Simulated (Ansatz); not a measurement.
# OsCl4: the cost of one run

Program: Ansatz 0.2.0. Level of theory: DFT LDA+U (U_eff = 6 eV on Os d), plane waves, PAW, no spin–orbit coupling unless a run says so. These are calculated values, not measurements.

## (1) The system as given

Symmetry: Cmmm, No. 65, orthorhombic system. The conventional cell has a = 7.929 Å, b = 8.326 Å, c = 3.560 Å, α = 90.00°, β = 90.00°, γ = 90.00°. Os (site symmetry mmm) is surrounded by 6 Cl at 2.26 to 2.38 Å. Cl (site symmetry m2m) has 2 Os at 2.38 Å as nearest neighbours. Cl (site symmetry 2mm) has 1 Os at 2.26 Å as nearest neighbours.

Coordinates:

```cif
data_structure
_symmetry_space_group_name_H-M 'P 1'
_symmetry_Int_Tables_number 1
_cell_length_a 5.7487
_cell_length_b 5.7487
_cell_length_c 3.5600
_cell_angle_alpha 90.000
_cell_angle_beta 90.000
_cell_angle_gamma 92.798
_cell_volume 117.51
loop_
_atom_site_label
_atom_site_type_symbol
_atom_site_fract_x
_atom_site_fract_y
_atom_site_fract_z
_atom_site_occupancy
Os1 Os 0.00000 0.00000 0.00000 1
Cl1 Cl 0.81060 0.18940 0.50000 1
Cl2 Cl 0.18940 0.81060 0.50000 1
Cl3 Cl 0.28520 0.28520 0.00000 1
Cl4 Cl 0.71480 0.71480 0.00000 1
```

## (2) Ferromagnetic start, free, symmetry kept, no search

File input.yaml:

```yaml
crystal:
  lattice:
    - [3.9645, -4.163, 0.0]
    - [3.9645, 4.163, 0.0]
    - [0.0, 0.0, 3.56]
  atoms:
    - { symbol: Os, position: [0.0, 0.0, 0.0], spin: 4.0 }
    - { symbol: Cl, position: [0.8106, 0.1894, 0.5] }
    - { symbol: Cl, position: [0.1894, 0.8106, 0.5] }
    - { symbol: Cl, position: [0.2852, 0.2852, 0.0] }
    - { symbol: Cl, position: [0.7148, 0.7148, 0.0] }
basis:
  ecutwfc: 420
  ecutrho_ratio: 4
kpoints:
  mp_grid: { grid: [4, 4, 5] }
hamiltonian:
  xc: lda
  hubbard: { sites: [{ site: 0, l: d, u_eff: 6.0 }] }
scf:
  occupations: { method: gaussian, width: 0.05 }
  lower_state_search: "off"
  max_iter: 150
output:
  forces: true
  stress: true
  eigenvalues: true
  populations: true
  hubbard: { sites: [{ site: 0, l: d }] }
magnetization:
  spin_polarized: true
```

Launch:

```console
$ ansatz run input.yaml --threads 4 --pin off --max-ram 6144MiB --backend cpu --events-out ev --progress --plain --runs-dir out
```

What time and memory should one allow on 4 threads of Arm Neoverse V1, shared host?

About 22 s, with a peak of 0.66 GiB.
